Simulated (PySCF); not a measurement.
**[Sn2Cl]+: structure of the singlet**

Where does singlet [Sn2Cl]+ go from a PBE0 minimum start, is the end point a minimum, and what are its modes, charges and moments?

Method: PBE0, basis Cl def2-SVP, Sn def2-SVP with ECP28, scalar-relativistic core potentials, no spin–orbit coupling, density fitting; program: PySCF 2.14.0.

## (1) Where the work starts

3 atoms, charge 1, spin multiplicity 1.

Bond lengths: Cl1–Sn2 2.572 Å, Cl1–Sn3 2.572 Å, Sn2–Sn3 3.025 Å. Angles: Sn2–Cl1–Sn3 72.0°, Cl1–Sn2–Sn3 54.0°, Cl1–Sn3–Sn2 54.0°.

```xyz
3
charge 1 multiplicity 1
Cl    0.0000    0.0000   -1.8156
Sn    1.5124    0.0000    0.2649
Sn   -1.5124    0.0000    0.2649
```

## (2) The SCF at the typed geometry

The steps below are one call of a driver around PySCF. For each, scf.py gives the equivalent set-up of the SCF; relaxations use the driver's own optimiser. After this first run the driver tries any further starts and a stability analysis.

File scf.py:

```python
from pyscf import gto, scf, dft
mol = gto.M(atom='''
Cl     0.000000    -0.000000    -1.815607
Sn     1.512384    -0.000000     0.264894
Sn    -1.512384     0.000000     0.264894''',
    basis={'Cl': 'def2-SVP', 'Sn': 'def2-SVP'},
    ecp={'Sn': 'def2-SVP'},
    charge=1, spin=0)
mf = dft.RKS(mol, xc='PBE0')
mf.grids.atom_grid = (50, 194)
aux = {'Cl': 'def2-universal-JKFIT', 'Sn': 'def2-universal-JKFIT'}
mf = mf.density_fit(auxbasis=aux)
mf.conv_tol = 1e-08
mf.diis_space = 10
mf.max_cycle = 60
mf.init_guess = 'minao'
mf.verbose = 4
mf.kernel()
```

The run is started by

```
OMP_NUM_THREADS=2 python axn.py task.json out
```

Standard output:

```text
init E= -843.101066934518
  HOMO = -1.0660925661037  LUMO = -0.990218553652391  gap/eV = 2.06464
cycle= 1 E= -885.070575011852  delta_E=  -42  |g|= 3.55  |ddm|= 10.1
  HOMO = -0.262260645215189  LUMO = -0.244484118185783  gap/eV = 0.48372
cycle= 2 E= -879.411230006691  delta_E= 5.66  |g|= 5.44  |ddm|= 12.8
  HOMO = -0.290448337977183  LUMO = -0.254835848896834  gap/eV = 0.96907
cycle= 3 E= -888.259825354069  delta_E= -8.85  |g|= 0.476  |ddm|=   10
  HOMO = -0.39545982036249  LUMO = -0.330066010970469  gap/eV = 1.77946
cycle= 4 E= -888.260921345419  delta_E= -0.0011  |g|= 0.392  |ddm|= 1.23
  HOMO = -0.384695418797797  LUMO = -0.311921759408418  gap/eV = 1.98027
cycle= 5 E= -888.319869824643  delta_E= -0.0589  |g|= 0.0428  |ddm|= 0.547
  HOMO = -0.384184249292943  LUMO = -0.308963392951592  gap/eV = 2.04686
cycle= 6 E= -888.320803234236  delta_E= -0.000933  |g|= 0.0105  |ddm|= 0.104
  HOMO = -0.38369005593789  LUMO = -0.308592061678095  gap/eV = 2.04352
cycle= 7 E= -888.320847428531  delta_E= -4.42e-05  |g|= 0.00192  |ddm|= 0.0148
  HOMO = -0.383729005918717  LUMO = -0.308640844019108  gap/eV = 2.04325
cycle= 8 E= -888.320848772186  delta_E= -1.34e-06  |g|= 0.000511  |ddm|= 0.00273
  HOMO = -0.383700291613195  LUMO = -0.308623511903905  gap/eV = 2.04294
cycle= 9 E= -888.320848897897  delta_E= -1.26e-07  |g|= 0.00016  |ddm|= 0.00115
  HOMO = -0.383711171379808  LUMO = -0.308630193137151  gap/eV = 2.04306
cycle= 10 E= -888.320848909789  delta_E= -1.19e-08  |g|= 1.14e-05  |ddm|= 0.00034
  HOMO = -0.38371104467663  LUMO = -0.308630023912834  gap/eV = 2.04306
cycle= 11 E= -888.320848909932  delta_E= -1.43e-10  |g|= 2.98e-06  |ddm|= 5.32e-05
  HOMO = -0.38371064227951  LUMO = -0.308629547362965  gap/eV = 2.04306
Extra cycle  E= -888.320848909935  delta_E= -3.18e-12  |g|= 2.22e-06  |ddm|= 1e-05
converged SCF energy = -888.320848909935
```

This step, with its further starts and checks, took 4.9 s on 2 threads of Arm Neoverse N1, shared host.

No lower closed-shell solution turned up in the test of internal stability.

## (3) PBE0 minimum start, singlet: relaxation

The program finds C2v symmetry in the start, which this walk keeps. Threshold on the gradient: 0.0003 Eh/bohr, with a further test on the energy change.

scf.py: that of step 2 with these lines changed.

```diff
@@ -3,3 +3,3 @@
-Cl     0.000000    -0.000000    -1.815607
-Sn     1.512384    -0.000000     0.264894
-Sn    -1.512384     0.000000     0.264894''',
+Cl     0.000000     0.000000    -1.815727
+Sn     1.512384     0.000000     0.264774
+Sn    -1.512384     0.000000     0.264774''',
@@ -16 +15,0 @@
-mf.init_guess = 'minao'
```

The optimiser's trace:

```csv
step,energy (Eh),change (kJ/mol),largest symmetric gradient (Eh/bohr)
0,-888.320849,0.00,0.00007
```

The walk took 2.1 s.

It settles in C2v symmetry, 0.0 kJ/mol below the start, after 0 steps: Cl–Sn 2.572 Å (×2), Sn–Sn 3.025 Å; Cl–Sn–Sn 54.0° (×2), Sn–Cl–Sn 72.0°.

## (4) Is it a minimum? Harmonic modes

On the finer grid the gradient is checked again; gradients at displacements of ±0.02 bohr then give force constants and infrared intensities.

scf.py: that of step 3 with these lines changed.

```diff
@@ -10 +10 @@
-mf.grids.atom_grid = (50, 194)
+mf.grids.atom_grid = (75, 302)
@@ -13 +13 @@
-mf.conv_tol = 1e-08
+mf.conv_tol = 1e-10
```

The driver hands on the density of the step before, so the log starts near convergence.

SCF at the final geometry:

```text
init E= -888.320993064249
  HOMO = -0.383710363572575  LUMO = -0.30863172984379  gap/eV = 2.04299
cycle= 1 E= -888.320993064249  delta_E=    0  |g|= 1.33e-06  |ddm|= 3.86e-06
  HOMO = -0.383710089289309  LUMO = -0.308631477046457  gap/eV = 2.04299
Extra cycle  E= -888.320993064252  delta_E= -3.18e-12  |g|= 1.31e-06  |ddm|= 3.52e-06
converged SCF energy = -888.320993064252
```

The whole step took 22 s.

Geometry: C2v; Cl–Sn 2.572 Å (×2), Sn–Sn 3.025 Å; Cl–Sn–Sn 54.0° (×2), Sn–Cl–Sn 72.0°.

Modes, for the most abundant isotopes:

```
symmetry  ω (cm⁻¹)  IR (km/mol)
      a1       155          0.5
      b2       194         10.1
      a1       310         29.7
```

Every mode is real; the point is a minimum.

Properties at this point:

```yaml
Dipole_moment_about_the_centre_of_mass: 2.34 D
Highest_occupied_level: -10.44 eV
Lowest_empty_level: -8.40 eV
Rotational_constants: 0.1276, 0.03073, 0.02477 cm⁻¹
Zero-point_energy: 3.9 kJ/mol
Principal_polarisabilities: 47.1, 69.8, 141.8 bohr³
Principal_traceless_quadrupole_moments_about_the_centre_of_mass: -7.88, -0.58, 8.46 D Å
Entropy_at_298.15_K_and_1_bar: 321.1 J/(mol K)
Heat_capacity_Cp_at_298.15_K: 55.9 J/(mol K)
Enthalpy_at_298.15_K_above_0_K: 14.15 kJ/mol
Rotational_symmetry_number: 2
```

Charges (e) and bond orders:

| atom | Mulliken | Löwdin | polar tensor | Mayer order to Cl1 |
| --- | --- | --- | --- | --- |
| Cl1 | -0.22 | 0.07 | -0.46 | – |
| Sn2,3 | 0.61 | 0.46 | 0.73 | 0.67 |

Mulliken populations on Cl1: s 5.97, p 11.23, d 0.02.

## (5) The broken-symmetry singlet

A stability analysis found the closed shell of the lowest minimum unstable towards spin polarisation, so the unrestricted solution is followed.

The program finds C2v symmetry in the start, which may break. Threshold on the gradient: 0.0003 Eh/bohr, with a further test on the energy change.

scf.py: that of step 4 with these lines changed.

```diff
@@ -9,2 +9,2 @@
-mf = dft.RKS(mol, xc='PBE0')
-mf.grids.atom_grid = (75, 302)
+mf = dft.UKS(mol, xc='PBE0')
+mf.grids.atom_grid = (50, 194)
@@ -13 +13 @@
-mf.conv_tol = 1e-10
+mf.conv_tol = 1e-08
```

Energy and gradient, step by step:

```csv
step,energy (Eh),change (kJ/mol),largest gradient (Eh/bohr)
0,-888.321046,0.00,0.00082
1,-888.321054,-0.02,0.00031
2,-888.321056,-0.03,0.00006
```

The walk took 10 s.

Geometry (Å) and forces (eV/Å) at some steps:

```
step 0
Cl   0.000   0.000  -1.816   0.000   0.000  -0.042
Sn   1.512   0.000   0.265  -0.032   0.000   0.021
Sn  -1.512   0.000   0.265   0.032   0.000   0.021
step 1
Cl   0.000   0.000  -1.819   0.000   0.000  -0.013
Sn   1.510   0.000   0.266  -0.016   0.000   0.007
Sn  -1.510   0.000   0.266   0.016   0.000   0.007
step 2
Cl   0.000   0.000  -1.820   0.000   0.000   0.003
Sn   1.508   0.000   0.267  -0.002   0.000  -0.002
Sn  -1.508   0.000   0.267   0.002   0.000  -0.002
```

End point (C2v, 2 steps, 0.0 kJ/mol gained): Cl–Sn 2.575 Å (×2), Sn–Sn 3.017 Å; Cl–Sn–Sn 54.1° (×2), Sn–Cl–Sn 71.7°.

## (6) Hessian and properties

As before: finer grid, then central differences.

scf.py: that of step 5 with these lines changed.

```diff
@@ -3,3 +3,3 @@
-Cl     0.000000     0.000000    -1.815727
-Sn     1.512384     0.000000     0.264774
-Sn    -1.512384     0.000000     0.264774''',
+Cl    -0.000000    -0.000000    -1.821691
+Sn     1.508047     0.000000     0.265674
+Sn    -1.508047    -0.000000     0.265674''',
@@ -10 +10 @@
-mf.grids.atom_grid = (50, 194)
+mf.grids.atom_grid = (75, 302)
@@ -13 +13 @@
-mf.conv_tol = 1e-08
+mf.conv_tol = 1e-10
```

SCF at the final geometry:

```text
init E= -888.321202730465
[... the frontier-level lines of each cycle are left out ...]
cycle= 1 E= -888.321202730524  delta_E= -5.96e-11  |g|= 6.18e-06  |ddm|= 2.53e-05
Extra cycle  E= -888.321202730549  delta_E= -2.46e-11  |g|= 9.1e-06  |ddm|= 2.72e-05
converged SCF energy = -888.321202730549  <S^2> = 0.19644249  2S+1 = 1.336327
```

The whole step took 49 s on 2 threads of Arm Neoverse N1, shared host.

Geometry: C2v; Cl–Sn 2.575 Å (×2), Sn–Sn 3.016 Å; Cl–Sn–Sn 54.2° (×2), Sn–Cl–Sn 71.7°.

Harmonic modes (main isotopes):

| ω (cm⁻¹) | IR (km/mol) | μ (u) |
| --- | --- | --- |
| 150 | 0.5 | 104.88 |
| 187 | 7.2 | 44.34 |
| 308 | 28.8 | 40.28 |

No imaginary mode, so this is a minimum.

The SCF density has lower symmetry than the nuclear frame, so the modes carry no labels.

Properties at this point:

```yaml
Dipole_moment_about_the_centre_of_mass: 2.34 D
Highest_occupied_level: -10.53 eV
Lowest_empty_level: -8.37 eV
Rotational_constants: 0.1268, 0.03091, 0.02485 cm⁻¹
Zero-point_energy: 3.9 kJ/mol
Principal_polarisabilities: 47.4, 70.2, 145.1 bohr³
Principal_traceless_quadrupole_moments_about_the_centre_of_mass: -7.80, -1.43, 9.23 D Å
Entropy_at_298.15_K_and_1_bar: 321.6 J/(mol K)
Heat_capacity_Cp_at_298.15_K: 55.9 J/(mol K)
Enthalpy_at_298.15_K_above_0_K: 14.20 kJ/mol
Rotational_symmetry_number: 2
Spin_squared_⟨S²⟩: 0.196
```

Populations by atom (charges in e):

| atom | Mulliken | Löwdin | polar tensor | spin (Mulliken) | Mayer order to Cl1 |
| --- | --- | --- | --- | --- | --- |
| Cl1 | -0.22 | 0.07 | -0.42 | 0.00 | – |
| Sn2,3 | 0.61 | 0.47 | 0.71 | 0.00 | 0.66 |

Outer orbital energies (eV). α occupied: -33.83, -27.74, -18.71, -17.18, -14.49, -14.29, -14.00, -10.53; empty: -8.37, -7.32, -6.48, -6.19. β occupied: -33.83, -27.74, -18.71, -17.18, -14.49, -14.29, -14.00, -10.53; empty: -8.37, -7.32, -6.48, -6.19.

Mulliken populations on Cl1: s 5.97, p 11.23, d 0.02.

## (7) The points found, side by side

| spin | group | bonds | imaginary modes (cm⁻¹) | ΔE (kJ/mol) | with zero-point energy |
| --- | --- | --- | --- | --- | --- |
| broken-symmetry (Ms = 0) | C2v (density of lower symmetry) | Cl–Sn 2.575 Å (×2), Sn–Sn 3.016 Å | none | 0.0 | 0.0 |
| singlet | C2v | Cl–Sn 2.572 Å (×2), Sn–Sn 3.025 Å | none | 0.6 | 0.6 |

## (8) Results

| quantity | value |
| --- | --- |
| minimum | broken-symmetry (Ms = 0), C2v |
| geometry | Cl–Sn 2.575 Å (×2), Sn–Sn 3.016 Å; Cl–Sn–Sn 54.2° (×2), Sn–Cl–Sn 71.7° |
| wavenumbers (cm⁻¹) | 150, 187, 308 |
| dipole moment (centre of mass) | 2.34 D |
| highest occupied, lowest empty level (either spin) | -10.53, -8.37 eV |
| polar-tensor charge of Cl1 | -0.42 e |
| zero-point energy | 3.9 kJ/mol |
| entropy at 298.15 K | 321.6 J/(mol K) |
| ⟨S²⟩ | 0.196 |

**Reading.** The PBE0 minimum start keeps its C2v symmetry and ends in a minimum. The strongest infrared band lies at 308 cm⁻¹. Other starts or spin states, not run here, may lie lower. The SCF density has lower symmetry than the nuclear frame.

The search up to here took 93 s.
